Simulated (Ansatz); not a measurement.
# C₂H₈N₂Zn: a ladder of functionals and wavefunction methods

One table from this session's results is given with a row withheld; the runs are named, their logs left out.

The runs use Ansatz 0.2.0, Gaussian basis; functionals in def2-TZVPP, the program's frozen cores in correlated methods.

The runs, in order: LDA (SPW92), PBE-D4, revPBE-D4, BLYP-D4, r2SCAN-D4, B97M-V, PBE0-D4, B3LYP-D4, r2SCANh-D4, r2SCAN0-D4, HSE06-D4, BHLYP-D4, CAM-B3LYP-D4, LC-ωPBE, ωB97X-V, ωB97M-V, B2PLYP, PBE-QIDH; CCSD(T)/def2-SVP; CCSD(T)/def2-TZVPP; MP2/def2-QZVPP; extrapolation to the limit; RPA on PBE.

### Structure used throughout

An earlier PBE0-D4 in a triple-zeta def2 set relaxation fixed the geometry.

SMILES `C[N](C)[Zn][NH2]`, 13 atoms, charge 0, spin multiplicity 1.

Atoms are counted from 1 here; the program's logs count them from 0.

Bond lengths: C1–N2 1.437 Å, C1–H6 1.103 Å, C1–H7 1.103 Å, C1–H8 1.093 Å, N2–C3 1.436 Å, N2–Zn4 1.804 Å, C3–H9 1.103 Å, C3–H10 1.093 Å, C3–H11 1.103 Å, Zn4–N5 1.809 Å, N5–H12 1.009 Å, N5–H13 1.009 Å. Angles: N2–C1–H6 111.9°, N2–C1–H7 111.9°, N2–C1–H8 111.5°, H6–C1–H7 106.7°, H6–C1–H8 107.3°, H7–C1–H8 107.3°, C1–N2–C3 112.3°, C1–N2–Zn4 123.8°, C3–N2–Zn4 123.8°, N2–C3–H9 111.9°, N2–C3–H10 111.5°, N2–C3–H11 111.9°, H9–C3–H10 107.3°, H9–C3–H11 106.7°, H10–C3–H11 107.3°, N2–Zn4–N5 175.9°, Zn4–N5–H12 117.9°, Zn4–N5–H13 117.9° and more.

Set-up of the first run:

in.yaml

```yaml
crystal:
  periodic: [false, false, false]
  atoms:
    - {symbol: C, position_ang: [-1.323419, -1.131349, 0.007956]}
    - {symbol: N, position_ang: [-0.063571, -0.441909, 0.057285]}
    - {symbol: C, position_ang: [1.034575, -1.329123, 0.322696]}
    - {symbol: Zn, position_ang: [0.117608, 1.336638, -0.184424]}
    - {symbol: N, position_ang: [0.170183, 3.126596, -0.444075]}
    - {symbol: H, position_ang: [-1.550003, -1.643023, 0.958021]}
    - {symbol: H, position_ang: [-1.339668, -1.903169, -0.779316]}
    - {symbol: H, position_ang: [-2.148459, -0.443835, -0.194920]}
    - {symbol: H, position_ang: [0.919361, -1.850119, 1.287659]}
    - {symbol: H, position_ang: [1.985045, -0.790480, 0.356470]}
    - {symbol: H, position_ang: [1.128767, -2.110534, -0.449611]}
    - {symbol: H, position_ang: [0.437436, 3.709746, 0.335366]}
    - {symbol: H, position_ang: [0.632145, 3.470573, -1.273096]}
basis:
  gaussian: {orbitals: def2-TZVPP}
hamiltonian: {xc: lda}
output: {orbitals: {seedname: orbitals}}
```

Launch:

```console
$ ansatz run in.yaml --threads 4 --pin off --events-out ev --progress --plain --max-ram 11315MiB
```

Steps of the session up to this table: LDA; PBE-D4 (GGA); revPBE-D4 (GGA); BLYP-D4 (GGA); r2SCAN-D4 (meta-GGA); B97M-V (meta-GGA); PBE0-D4 (hybrid); B3LYP-D4 (hybrid); r2SCANh-D4 (hybrid); r2SCAN0-D4 (hybrid); HSE06-D4 (hybrid); BHLYP-D4 (hybrid); CAM-B3LYP-D4 (range-separated); LC-ωPBE (range-separated); ωB97X-V (range-separated); ωB97M-V (range-separated); B2PLYP (double hybrid); PBE-QIDH (double hybrid).

One of the session's tables, all rows but one given; the rest of the session is left out.

It belongs to the step «Frontier levels by functional». 

| functional | HOMO (eV) | gap (eV) |
| --- | --- | --- |
| LDA (SPW92) | -4.60 | 3.35 |
| PBE-D4 | -4.45 | 3.38 |
| revPBE-D4 | -4.38 | 3.40 |
| BLYP-D4 | ? | ? |
| r2SCAN-D4 | -4.64 | 3.92 |
| B97M-V | -4.74 | 3.67 |
| PBE0-D4 | -5.66 | 5.40 |
| B3LYP-D4 | -5.48 | 4.92 |
| r2SCANh-D4 | -5.10 | 4.67 |
| r2SCAN0-D4 | -5.80 | 5.77 |
| HSE06-D4 | -5.25 | 4.63 |
| BHLYP-D4 | -6.84 | 7.21 |
| CAM-B3LYP-D4 | -7.04 | 7.58 |
| LC-ωPBE | -8.34 | 10.10 |
| ωB97X-V | -8.02 | 9.56 |
| ωB97M-V | -7.96 | 9.12 |

**Question.** Estimate the row for BLYP-D4.

Worked estimate for «HOMO (eV)». Against the share of exact exchange, B3LYP-D4 (0.2, -5.48), BHLYP-D4 (0.5, -6.84) give a slope of -4.53 per unit share; at 0 the line stands at -4.57.

The run gave: HOMO (eV): -4.36; gap (eV): 3.30. In «HOMO (eV)» the line misses by -0.21.
